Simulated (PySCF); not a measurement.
# Al: changing the method

What do other methods print for Al?

Computed with PySCF 2.14.0. Level: each script names its method and basis.

1 further run of the same task is left out (it didn't finish).

**1. The atom**

Al: 1 atom, charge 0, spin multiplicity 2.

**2. Base script**

The input, input.py:

```python
from pyscf import gto, scf, cc

mol = gto.M(
    atom='Al 0 0 0',
    basis='pcseg-1',
    charge=0,
    spin=1,
    verbose=4,
)
mf = scf.ROHF(mol)
mf = mf.density_fit(auxbasis='def2-universal-jkfit')
mf.kernel()
mycc = cc.CCSD(mf)
mycc.kernel()
mf.dip_moment()
print('orbital energies (hartree):', mf.mo_energy[..., max(0, mol.nelec[1]-3):mol.nelec[0]+3].round(4))
```

On the command line:

```bash
OMP_NUM_THREADS=1 python input.py
```

**3. NEVPT2**

Run 1 changes step after the SCF: ccsd → nevpt2; active space: none → 1 electrons in 6 orbitals.

input.py, as its differences from that of step 2:

```diff
@@ -1,2 +1,2 @@
-from pyscf import gto, scf, cc
+from pyscf import gto, scf, mcscf, mrpt
 
@@ -12,4 +12,6 @@
 mf.kernel()
-mycc = cc.CCSD(mf)
-mycc.kernel()
+mc = mcscf.CASSCF(mf, 6, 1)
+mc.kernel()
+mc.analyze()
+mrpt.NEVPT(mc).kernel()
 mf.dip_moment()
```

**4. Stability test (UHF)**

Run 2 changes step after the SCF: ccsd → stability; SCF type: ROHF → UHF.

The input, input.py:

```python
from pyscf import gto, scf

mol = gto.M(
    atom='Al 0 0 0',
    basis='pcseg-1',
    charge=0,
    spin=1,
    verbose=4,
)
mf = scf.UHF(mol)
mf = mf.density_fit(auxbasis='def2-universal-jkfit')
mf.kernel()
mf.stability(internal=True, external=True)
mf.dip_moment()
print('orbital energies (hartree):', [e[max(0, n-3):n+3].round(4) for e, n in zip(mf.mo_energy, mol.nelec)])
```

**5. CASCI**

Run 3 changes step after the SCF: ccsd → casci; active space: none → 1 electrons in 6 orbitals.

input.py, as its differences from that of step 2:

```diff
@@ -1,2 +1,2 @@
-from pyscf import gto, scf, cc
+from pyscf import gto, scf, mcscf
 
@@ -12,4 +12,5 @@
 mf.kernel()
-mycc = cc.CCSD(mf)
-mycc.kernel()
+mc = mcscf.CASCI(mf, 6, 1)
+mc.kernel()
+mc.analyze()
 mf.dip_moment()
```

**6. NEVPT2**

Run 4 changes step after the SCF: ccsd → nevpt2; active space: none → 1 electrons in 8 orbitals.

input.py, as its differences from that of step 2:

```diff
@@ -1,2 +1,2 @@
-from pyscf import gto, scf, cc
+from pyscf import gto, scf, mcscf, mrpt
 
@@ -12,4 +12,6 @@
 mf.kernel()
-mycc = cc.CCSD(mf)
-mycc.kernel()
+mc = mcscf.CASSCF(mf, 8, 1)
+mc.kernel()
+mc.analyze()
+mrpt.NEVPT(mc).kernel()
 mf.dip_moment()
```

**7. SCF alone**

Run 5 changes step after the SCF: ccsd → none.

input.py, as its differences from that of step 2:

```diff
@@ -1,2 +1,2 @@
-from pyscf import gto, scf, cc
+from pyscf import gto, scf
 
@@ -12,4 +12,2 @@
 mf.kernel()
-mycc = cc.CCSD(mf)
-mycc.kernel()
 mf.dip_moment()
```

Before running it: what results should come out? Wanted: for each run, E(SCF); from base; gap, α spin; after the SCF.

The runs gave:

```csv
run,E(SCF) (hartree),from base (eV),cycles,"gap, α spin (eV)",after the SCF
base,-241.845030,0,7,n/a,CCSD correlation -1.298 eV
NEVPT2,-241.845030,0.0000,7,n/a,"NEVPT2 correlation -0.886 eV (from the SCF energy, the CASSCF gain included)"
stability test (UHF),-241.846575,-0.0420,8,6.28,unstable: UHF/UKS -> GHF/GKS
CASCI,-241.845030,0.0000,7,n/a,n/a
NEVPT2,-241.845030,0.0000,7,n/a,"NEVPT2 correlation -0.834 eV (from the SCF energy, the CASSCF gain included)"
SCF alone,-241.845030,0.0000,7,n/a,n/a
```

What this shows: Total energies from different bases, Hamiltonians or methods carry different errors, so properties are taken as differences within one set-up.
